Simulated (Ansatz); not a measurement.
The system is HPbNO4.

```
CELL_PARAMETERS angstrom
4.19923 0.11117 0.16817
1.91600 3.89132 0.12568
1.76085 1.25259 6.37266
ATOMIC_POSITIONS crystal
H 0.89145 0.68202 0.62796
Pb 0.14426 0.92872 0.88352
N 0.25670 0.28861 0.30171
O 0.83108 0.65056 0.78405
O 0.38694 0.22380 0.11295
O 0.31104 0.03576 0.45856
O 0.07726 0.60633 0.32275
```

The cell was built by a generator and needn't be a form met in nature.

Base run:

| Item | Value |
| --- | --- |
| Program | Ansatz 0.2.0 |
| Functional | revPBE |
| Potentials or basis | Ansatz PAW |
| Cutoff | 420 eV (not typed: the program's choice for these potentials) |
| k mesh | 7 × 7 × 5 |
| Occupations | fermi-dirac, width 0.05 eV |
| Spin | no spin polarisation |

Its results: band gap on the k mesh 2.86 eV, indirect (least direct gap 2.89 eV); pressure 2.1 GPa; largest force 0.181 eV/Å.

Q: After a change of settings the same cell gave: band gap on the k mesh 2.78 eV, indirect (least direct gap 2.81 eV); pressure 2.1 GPa; largest force 0.328 eV/Å. Which change was it?
A. functional from revPBE to PBE; potentials or basis from Ansatz PAW to SPMS NC; cutoff from 420 eV (not typed: the program's choice for these potentials) to 1034 eV (not typed: the program's choice for these potentials)
B. functional from revPBE to PBEsol
C. functional from revPBE to r2SCANh; cutoff from 420 eV (not typed: the program's choice for these potentials) to 500 eV (not typed: the program's choice for these potentials); k mesh from 7 × 7 × 5 to 3 × 3 × 2
D. functional from revPBE to BLYP

A: D.

Caveats: spin-orbit coupling is left out, which as a rule narrows the gap of such compounds by several tenths of an eV; the PAW data sets come from PBE, with cores solved anew for the run's functional, which leaves a small shift of forces and pressure.
